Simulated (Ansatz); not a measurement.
**SiH₄Br (doublet): the correlation ladder at distance Br1–H2 along a hydrogen transfer = 1.872 Å, cc-pVDZ**

Aim: climb from Hartree-Fock through coupled cluster and multireference methods for SiH₄Br (doublet) at one geometry and basis, and see what each rung misses.

Method: cc-pVDZ, core rule «outside noble gas», up to 19 orbitals frozen; program: Ansatz 0.2.0, Gaussian basis.

The runs, in order: UHF; CCSD(T) on ROHF; CCSD(T) on UHF; BCCD(T) on ROHF; CISD; CCSDT(Q) on ROHF; CCSDT(Q) on UHF; CASSCF and MRCISD+Q, 3 electrons in 3 orbitals; CASSCF and NEVPT2, 3 electrons in 3 orbitals; CASSCF and MRCISD+Q, 15 electrons in 12 orbitals; CASSCF and NEVPT2, 15 electrons in 12 orbitals.

## Step 1: The geometry

The geometry derives from fragments relaxed apart (PBE0/def2-TZVP) and kept rigid, so it is no stationary point. A hydrogen atom is moved between rigid fragments. No spin-orbit coupling is included. The filled d shell of Br may be among the frozen orbitals whatever the setting's name suggests; the logs give the count.

6 atoms, charge 0, spin multiplicity 2.

Atoms are counted from 1 here; the program's logs count them from 0.

Bond lengths: H2–Si3 1.440 Å, Si3–H4 1.486 Å, Si3–H5 1.486 Å, Si3–H6 1.486 Å. Angles: H2–Si3–H4 107.6°, H2–Si3–H5 107.6°, H2–Si3–H6 107.6°, H4–Si3–H5 111.3°, H4–Si3–H6 111.3°, H5–Si3–H6 111.3°.

## Step 2: UHF

Contents of in.yaml:

```yaml
crystal:
  periodic: [false, false, false]
  atoms:
    - {symbol: Br, position_ang: [-0.948763, 0.000000, 0.000000]}
    - {symbol: H, position_ang: [0.923237, 0.000000, 0.000000]}
    - {symbol: Si, position_ang: [2.363237, 0.000000, 0.000001]}
    - {symbol: H, position_ang: [2.813211, -1.416254, 0.000001]}
    - {symbol: H, position_ang: [2.813212, 0.708126, -1.226510]}
    - {symbol: H, position_ang: [2.813211, 0.708126, 1.226512]}
basis:
  gaussian: {orbitals: cc-pVDZ}
magnetization: {spin_polarized: true, initial_magnetization: 1}
hamiltonian: {xc: hf}
output: {orbitals: {seedname: orbitals}}
```

The run is started by

```
$ ansatz run in.yaml --threads 1 --pin off --events-out ev --progress --plain --max-ram 2816MiB --backend cpu
```

After this run come: CCSD(T) on ROHF; CCSD(T) on UHF; BCCD(T) on ROHF; CISD; CCSDT(Q) on ROHF; CCSDT(Q) on UHF; CASSCF and MRCISD+Q, 3 electrons in 3 orbitals; CASSCF and NEVPT2, 3 electrons in 3 orbitals; CASSCF and MRCISD+Q, 15 electrons in 12 orbitals; CASSCF and NEVPT2, 15 electrons in 12 orbitals.

Q: Predict the results of all the runs planned. Wanted: UCCSDT(Q) below the RHF energy; RMP2 from UCCSDT(Q); UMP2 from UCCSDT(Q); RCCSD from UCCSDT(Q); RCCSD(T) from UCCSDT(Q); UCCSD(T) from UCCSDT(Q); RCCSDT(Q) from UCCSDT(Q); MRCISD+Q pair from UCCSDT(Q); NEVPT2 valence from UCCSDT(Q).

**Answer**, as computed:

| quantity | value |
| --- | --- |
| UCCSDT(Q) below the RHF energy | -7.4624 eV |
| RMP2 from UCCSDT(Q) | +30.28 kcal/mol |
| UMP2 from UCCSDT(Q) | +30.71 kcal/mol |
| RCCSD from UCCSDT(Q) | +3.55 kcal/mol |
| RCCSD(T) from UCCSDT(Q) | +0.74 kcal/mol |
| UCCSD(T) from UCCSDT(Q) | +0.71 kcal/mol |
| RCCSDT(Q) from UCCSDT(Q) | +0.04 kcal/mol |
| MRCISD+Q pair from UCCSDT(Q) | +1.21 kcal/mol |
| NEVPT2 valence from UCCSDT(Q) | +36.82 kcal/mol |
| MRCISD+Q valence from UCCSDT(Q) | +1.09 kcal/mol |
| levels within 1 kcal/mol (43 meV) | RCCSD(T), UCCSD(T), BCCD(T), RCCSDT, UCCSDT, RCCSDT(Q) |
| T1 diagnostic | 0.016 |
| effectively unpaired electrons | 1.01 |

What this shows: RCCSD(T) misses by +0.74 kcal/mol, 0.4 % of the correlation energy. One determinant dominates. Of the multireference levels listed MRCISD+Q valence comes nearest in total energy (+1.09 kcal/mol), which doesn't show that its space is the better one. These misses are within one basis, not against nature; the frozen cores of restricted and unrestricted runs differ, which can shift their rows.
